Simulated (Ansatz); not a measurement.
# Ta4O (P4/mmm) in Ansatz: reference runs

How does Ta4O come out in PBE? The cell is run as given and disturbed.

All numbers are computed with Ansatz 0.2.0; they aren't measurements. Logs are shortened: lines on timing, memory, paths and dates and some standing lists are left out, and cuts for length are marked.

## Step 1: Starting point

The structure is tetragonal, space group P4/mmm (No. 123). Conventional cell: a = 3.257 Å, b = 3.257 Å, c = 7.409 Å, α = 90.00°, β = 90.00°, γ = 90.00°. Ta (site symmetry 4/mmm) is surrounded by 8 Ta at 2.81 Å. Ta (site symmetry 4mm) has 1 O at 2.10 Å as nearest neighbours. Around Ta (site symmetry 4/mmm) lie 4 O at 2.30 Å. Around O (site symmetry 4/mmm) lie 6 Ta at 2.10 to 2.30 Å.

The cell comes from a database or a generator and needn't be the stable form of this composition.

## Step 2: Single point, PBE

input.yaml

```yaml
crystal:
  lattice:
    - [3.257497, 0.0, 0.0]
    - [0.0, 3.257497, 0.0]
    - [0.0, 0.0, 7.409341]
  atoms:
    - { symbol: Ta, position: [0.0, 0.0, 0.0] }
    - { symbol: Ta, position: [0.5, 0.5, 0.216842] }
    - { symbol: Ta, position: [0.5, 0.5, 0.783158] }
    - { symbol: Ta, position: [0.0, 0.0, 0.5] }
    - { symbol: O, position: [0.5, 0.5, 0.5] }
hamiltonian:
  xc: pbe
  pseudopotentials: { kind: paw }
kpoints:
  mp_grid: { grid: [8, 8, 4] }
scf:
  occupations: { method: fermi_dirac, width: 0.05 }
output:
  forces: true
  stress: true
  eigenvalues: true
```

Potentials or basis: Ansatz PAW.

The run is started by

```bash
$ ansatz run input.yaml --threads 2 --pin off --max-ram 5120MiB --backend cpu --events-out ev --progress --plain --runs-dir out
```

Output:

```text
Warning: RAYON_NUM_THREADS=2 ignored (pool sized by the plan → 2); use --threads N
Engine: ansatz 0.2.0, x86_64-unknown-linux-gnu
Pseudopotentials: kind: paw
Pseudopotential: Ta, paw, valence charge 13, recommended cutoff 420 eV (normal), Ta.paw.azcp
Pseudopotential: O, paw, valence charge 6, recommended cutoff 420 eV (normal), O.paw.azcp
Functional definition: PBE
  parameter kappa = 0.804
  parameter beta = 0.06672455060314922
  exchange = pbe_x(kappa = kappa, mu = beta*pi^2/3)
  correlation = pbe_c(beta = beta)
Crystal: 5 atoms, lattice volume = 78.623 Å³
Basis set: ecut = 420 eV, 1569 PW (Γ), exchange–correlation on 48×48×100 points (8 copies of the dense FFT grid, shifted against one another)
Bands: 35, of which v1, the nominal top of the filled ones, is band 29 counted from 1 (28 counted from 0)
Symmetry: 16 space group operations
Space group: P4/mmm (ITA 123), of the structure as read, at distance tolerance 4.3e-5 Å
k-points: 45 of 256
Non-local potential: Ta, projectors of the file, l = 0: 3, l = 1: 2, l = 2: 2, l = 3: 1
Non-local potential: O, projectors of the file, l = 0: 2, l = 1: 2, l = 2: 1
PAW form: soft (Blöchl's): semilocal exchange-correlation on the pseudo side does not see the compensation charge
PAW one-centre angular grid: Ta, 590 points (default); XC on 64 Gauss nodes
PAW one-centre angular grid: O, 110 points (default); XC on 64 Gauss nodes
Initial density: superposition of atomic densities (neutral atoms: chi_scale 0, normalization atom), corrected by the library's trained network
Initial wavefunctions: pseudopotential atomic-orbital guess
Functional: x = pbe(κ = 0.804, μ = 0.2195149727645171), c = pbe(β = 0.06672455060314922)
SCF iter   1: F=—  HF=-40296.883823 eV  |F-HF|=—  |Δ(HF+E_count)|=         —  Δρ=1.04e-2  dr2=4.77e-1  ethr=1.77e-3  ⟨swp⟩=4.9  Hψ=6283  notcnv=0
preconditioner: auto → Resta (q_TF=auto, 2.593 Å⁻¹)  ε∞=15.1  [insulator: Δε(μ)=0.167 eV  Ē_g=5.469 eV  σ=0.050 eV  W_gap=0.64  n_scr=26 (ndim 8)  ℏωp=20.5 eV  f_vac=0.000  D(μ)=1.31/eV (n_scr^D=4)  ε∞_Penn≈15.1]
SCF iter   2: F=—  HF=-40296.846477 eV  |F-HF|=—  |Δ(HF+E_count)|=   3.73e-2  Δρ=4.91e-3  dr2=1.10e-1  ethr=8.23e-4  ⟨swp⟩=1.2  Hψ=1955  notcnv=0
preconditioner: auto → Kerker (q_TF=auto, 2.593 Å⁻¹)  [metal: Δε(μ)=0.079 eV  Ē_g=5.472 eV  σ=0.050 eV  W_gap=0.38  n_scr=26 (ndim 8)  ℏωp=20.5 eV  f_vac=0.000  D(μ)=1.64/eV (n_scr^D=8)]
SCF iter   3: F=—  HF=-40296.833785 eV  |F-HF|=—  |Δ(HF+E_count)|=   1.27e-2  Δρ=1.24e-3  dr2=1.58e-3  ethr=1.89e-4  ⟨swp⟩=2.3  Hψ=1983  notcnv=0  defer=4
SCF iter   4: F=—  HF=-40296.833465 eV  |F-HF|=—  |Δ(HF+E_count)|=   3.20e-4  Δρ=4.30e-4  dr2=9.84e-5  ethr=2.72e-6  ⟨swp⟩=2.0  Hψ=2202  notcnv=0  defer=4
SCF iter   5: F=—  HF=-40296.833246 eV  |F-HF|=—  |Δ(HF+E_count)|=   2.18e-4  Δρ=7.37e-5  dr2=3.64e-6  ethr=1.70e-7  ⟨swp⟩=2.0  Hψ=2101  notcnv=0  defer=5
SCF iter   6: F=—  HF=-40296.833247 eV  |F-HF|=—  |Δ(HF+E_count)|=   3.18e-7  Δρ=1.29e-5  dr2=1.53e-7  ethr=6.28e-9  ⟨swp⟩=2.0  Hψ=2081  notcnv=0  defer=5
SCF iter   7: F=-40296.833247 eV  HF=-40296.833247 eV  |F-HF|=2.60e-9  |Δ(HF+E_count)|=   9.92e-9  Δρ=2.15e-6  dr2=5.15e-9  ethr=1.72e-10  ⟨swp⟩=5.7  Hψ=5732  notcnv=0
SCF 1 converged in 7 iterations: F = -40296.833247 eV  dr2 = 5.15e-9
SCF converged after 7 iterations
Free energy (F): -40296.833247 eV
Harris-Foulkes:  -40296.833247 eV  (|F-HF|=2.60e-9)
Internal energy: -40296.815422 eV  (E = F + TS)
E sigma→0 (E₀):  -40296.824334 eV
Entropy (-TS):   -0.017825 eV (-3.565 meV/atom)
Fermi energy:    18.785879 eV
--- Per-component energies (eV) ---
  E_band       = -414.738662
  E_kinetic    = 1640.403374
  E_local      = -2520.210309  (includes V_loc(G=0)·N_el)
  E_nonlocal   = 106.294226
  E_hartree    = 878.462203
  E_xc         = -947.543080
  E_vxc        = -910.368208  (∫ρ·V_xc dr)
  E_paw        = -33744.692798  (= ΣΔE_a)
  E_vpaw       = -487.786595  (= ΣTr[D̂ρ^β])
  E_aug_tail   = 0.003112  (compensation charges beyond the density's cutoff)
  E_ewald      = -5709.532150
  E_smearing   = -0.017825  (= −TS)
  E_closure    = 0.000000  (closes the sum)
  Σ components = -40296.833247   (vs F -40296.833247, Δ=0.00e0)
--- Forces (eV/Å), atoms counted from 1 ---
  atom   1  Ta    -0.00000000     0.00000000     0.00000000
  atom   2  Ta     0.00000000     0.00000000    -0.01785176
  atom   3  Ta     0.00000000     0.00000000     0.01785176
  atom   4  Ta    -0.00000000    -0.00000000     0.00000000
  atom   5  O      0.00000000     0.00000000     0.00000000
  max |Σ_I F_I| component: 2.76e-30 eV/Å
--- Stress (GPa, compression-positive) ---
       -0.594436       0.000000       0.000000
        0.000000      -0.594436       0.000000
        0.000000       0.000000      -1.038266
  P = ⅓ Tr σ = -0.7424 GPa (-7.424 kbar)
--- Band table (eV; the first three rows and the last of 45) ---
  k-point 0: bands = ["-50.2024", "-48.9672", "-48.9521", "-48.2001", "-16.7924", "-16.7924", "-16.4136", "-15.7992", "-15.6815", "-15.4719", "-15.4719", "-15.3353", "-15.3353", "-14.7814", "-14.5006", "-14.5006", "-3.4277", "10.4988", "11.3678", "11.8278", "11.8278", "14.4370", "14.5398", "14.6284", "16.1537", "17.2366", "18.3183", "18.3183", "18.5354", "19.2859", "19.8086", "19.8086", "20.0717", "20.4025", "20.4639"]
  k-point 1: bands = ["-50.2024", "-48.9674", "-48.9519", "-48.2001", "-16.7922", "-16.7922", "-16.4174", "-15.7907", "-15.6787", "-15.4755", "-15.4755", "-15.3316", "-15.3316", "-14.7904", "-14.5009", "-14.5009", "-3.4191", "10.1625", "11.8297", "11.8297", "11.8669", "13.7962", "14.6719", "15.0407", "15.6857", "17.7660", "18.2830", "18.2830", "18.7484", "19.3820", "19.5862", "19.5862", "20.1522", "20.3884", "20.9384"]
  k-point 2: bands = ["-50.2024", "-48.9675", "-48.9517", "-48.2001", "-16.7921", "-16.7921", "-16.4211", "-15.7826", "-15.6754", "-15.4789", "-15.4789", "-15.3280", "-15.3280", "-14.7996", "-14.5012", "-14.5012", "-3.4105", "9.9412", "11.8319", "11.8319", "12.5129", "13.0779", "14.9800", "15.1713", "15.3026", "18.2206", "18.2463", "18.2463", "18.8980", "19.4692", "19.4692", "19.5627", "19.8542", "20.6021", "20.8690"]
  k-point 44: bands = ["-50.1823", "-48.9392", "-48.9338", "-48.1916", "-17.0261", "-17.0261", "-16.3071", "-15.7995", "-15.7995", "-15.6968", "-15.6188", "-15.5294", "-15.5294", "-14.8781", "-14.6050", "-14.6050", "-3.1833", "10.6684", "10.8886", "10.8886", "15.0820", "15.4980", "15.5182", "15.5182", "16.0530", "17.0886", "17.0886", "18.7976", "18.7976", "20.3870", "20.6780", "20.6780", "21.6755", "21.9134", "23.2035"]
```

Run time: 1.6 s. Hardware: 2 threads of Intel Xeon 6975P-C (Granite Rapids), shared host; peak memory 0.46 GiB.

What came out:

```
Free energy            : -40296.8332 eV
Pressure               : -0.7 GPa
Largest force          : 0.018 eV/Å
Band gap on the k mesh : none (metal or under the smearing width)
```

Forces in eV/Å, atoms in the order of the input:
```
Ta   0.000  0.000  0.000
Ta   0.000  0.000 -0.018
Ta   0.000  0.000  0.018
Ta   0.000  0.000  0.000
O    0.000  0.000  0.000
```

Stress tensor (GPa, compression positive):
```
-0.59  0.00  0.00
 0.00 -0.59  0.00
 0.00  0.00 -1.04
```

Levels at points of the mesh, in eV from the Fermi level:
```
              k point  band 26  band 27  band 28  band 29  band 30  band 31  band 32  band 33
   (0.00, 0.00, 0.00)    -1.55    -0.47    -0.47    -0.25     0.50     1.02     1.02     1.29
  (0.00, 0.00, -0.50)    -0.57    -0.54    -0.54     0.11     0.68     0.68     0.78     1.07
  (0.00, -0.50, 0.00)    -1.11    -0.92    -0.66     0.18     0.87     0.91     1.31     1.69
 (0.00, -0.50, -0.50)    -1.17    -1.01    -0.65    -0.45     0.97     1.29     1.57     1.80
 (-0.50, -0.50, 0.00)    -1.51    -1.51    -0.67    -0.67     1.61     2.37     2.72     2.72
(-0.50, -0.50, -0.50)    -1.70    -1.70     0.01     0.01     1.60     1.89     1.89     2.89
```

The run has no spin-orbit coupling, so splittings on Ta are missing.

## Step 3: Single point, PBE (atoms moved at random, drawn with an rms of 0.05 Å)

input.yaml

```yaml
crystal:
  lattice:
    - [3.257497, 0.0, 0.0]
    - [0.0, 3.257497, 0.0]
    - [0.0, 0.0, 7.409341]
  atoms:
    - { symbol: Ta, position: [0.001199, -0.007993, 0.00048] }
    - { symbol: Ta, position: [0.495369, 0.49767, 0.218836] }
    - { symbol: Ta, position: [0.493396, 0.507017, 0.786314] }
    - { symbol: Ta, position: [-0.003319, 0.012777, 0.491431] }
    - { symbol: O, position: [0.492861, 0.491788, 0.495754] }
hamiltonian:
  xc: pbe
  pseudopotentials: { kind: paw }
kpoints:
  mp_grid: { grid: [8, 8, 4] }
scf:
  occupations: { method: fermi_dirac, width: 0.05 }
output:
  forces: true
  stress: true
  eigenvalues: true
  write_density: true
  write_potential: true
  elf: true
  volumetric_format: npy
```

Potentials or basis: Ansatz PAW.

The run is started by

```bash
$ ansatz run input.yaml --threads 2 --pin off --max-ram 5120MiB --backend cpu --events-out ev --progress --plain --runs-dir out
```

Output:

```text
Warning: RAYON_NUM_THREADS=2 ignored (pool sized by the plan → 2); use --threads N
[... 4 set-up lines as earlier in the session ...]
[... 60 lines left out ...]
       -0.007106       0.054761      -0.102202
        0.054761      -0.225391       0.312536
       -0.102202       0.312536      -0.275997
  P = ⅓ Tr σ = -0.1695 GPa (-1.695 kbar)
--- Band table (eV; the first three rows and the last of 132) ---
  k-point 0: bands = ["-50.1949", "-49.0078", "-48.9032", "-48.1955", "-16.7881", "-16.7871", "-16.4110", "-15.8005", "-15.6810", "-15.4887", "-15.4864", "-15.3186", "-15.3168", "-14.7756", "-14.4972", "-14.4948", "-3.4152", "10.5124", "11.3639", "11.7940", "11.8127", "14.4033", "14.5621", "14.6686", "16.1470", "17.2504", "18.3224", "18.3424", "18.5301", "19.2933", "19.7865", "19.7976", "20.0222", "20.2837", "20.4664"]
  k-point 1: bands = ["-50.1949", "-49.0078", "-48.9032", "-48.1955", "-16.7879", "-16.7870", "-16.4149", "-15.7912", "-15.6789", "-15.4916", "-15.4894", "-15.3157", "-15.3138", "-14.7845", "-14.4976", "-14.4952", "-3.4067", "10.1734", "11.7927", "11.8138", "11.8680", "13.7992", "14.6919", "15.0433", "15.6912", "17.7640", "18.2854", "18.3097", "18.7406", "19.3815", "19.5701", "19.5901", "20.1482", "20.3389", "20.8443"]
  k-point 2: bands = ["-50.1949", "-49.0078", "-48.9032", "-48.1955", "-16.7878", "-16.7868", "-16.4187", "-15.7822", "-15.6764", "-15.4944", "-15.4923", "-15.3128", "-15.3108", "-14.7935", "-14.4979", "-14.4955", "-3.3981", "9.9517", "11.7978", "11.8166", "12.4986", "13.0971", "14.9914", "15.1885", "15.2993", "18.1945", "18.2465", "18.2829", "18.8896", "19.4434", "19.4638", "19.5936", "19.8658", "20.6172", "20.8051"]
  k-point 131: bands = ["-50.1747", "-48.9839", "-48.8806", "-48.1873", "-17.0254", "-17.0201", "-16.3043", "-15.8171", "-15.8107", "-15.6959", "-15.6137", "-15.5204", "-15.5177", "-14.8723", "-14.5993", "-14.5971", "-3.1694", "10.6790", "10.8960", "10.9008", "15.0659", "15.5128", "15.5281", "15.5357", "16.0584", "17.0912", "17.0933", "18.7855", "18.7876", "20.2340", "20.6150", "20.8068", "21.7234", "21.9156", "23.1899"]
```

rho_z.tsv:

```text
# z_ang	rho[e/angstrom^3]
# format = ansatz-planar-average/11
# lattice	3.257497000	0.000000000	0.000000000
# lattice	0.000000000	3.257497000	0.000000000
# lattice	0.000000000	0.000000000	7.409341000
# sites	5
# site	73	0.003905739	-0.026037174	0.003556484
# site	73	1.613663031	1.621158532	1.621430547
# site	73	1.607235990	1.651606356	5.826068559
# site	73	-0.010811633	0.041621039	3.641179857
# site	8	1.605493229	1.601997935	3.673210438
0.000000	9.613463e-1
0.148187	9.473497e-1
0.296374	8.884562e-1
0.444560	7.673659e-1
0.592747	6.145426e-1
0.740934	5.037011e-1
[... 42 lines left out ...]
7.112967	8.879215e-1
7.261154	9.475914e-1
```

v_z.tsv:

```text
# z_ang	v_es[eV]	v_tot[eV]
# format = ansatz-planar-average/11
# xc	pbe
# density_cutoff_ev	1680
# datasets	Ta=:simpson_from_first_knot:soft	O=:simpson_from_first_knot:soft
# lattice	3.257497000	0.000000000	0.000000000
# lattice	0.000000000	3.257497000	0.000000000
# lattice	0.000000000	0.000000000	7.409341000
# sites	5
# site	73	0.003905739	-0.026037174	0.003556484
# site	73	1.613663031	1.621158532	1.621430547
# site	73	1.607235990	1.651606356	5.826068559
# site	73	-0.010811633	0.041621039	3.641179857
# site	8	1.605493229	1.601997935	3.673210438
0.000000	5.139113e0	-8.829572e0
0.148187	5.640254e0	-8.241268e0
0.296374	6.961722e0	-6.658229e0
0.444560	8.634679e0	-4.518371e0
0.592747	1.001898e1	-2.553250e0
0.740934	1.065945e1	-1.506274e0
[... 42 lines left out ...]
7.112967	6.924654e0	-6.716357e0
7.261154	5.633449e0	-8.259688e0
```

Run time: 8.6 s. Hardware: 2 threads of Intel Xeon 6975P-C (Granite Rapids), shared host; peak memory 0.57 GiB.

What came out:

- Free energy: -40296.7684 eV
- Pressure: -0.2 GPa
- Largest force: 0.996 eV/Å
- Band gap on the k mesh: none (metal or under the smearing width)

Forces on the atoms (eV/Å):
```
Ta  -0.302  0.458  0.101
Ta   0.168 -0.049 -0.764
Ta   0.204 -0.303 -0.718
Ta  -0.089 -0.327  0.410
O    0.019  0.222  0.971
```

Stress tensor (GPa, compression positive):
```
-0.01  0.05 -0.10
 0.05 -0.23  0.31
-0.10  0.31 -0.28
```
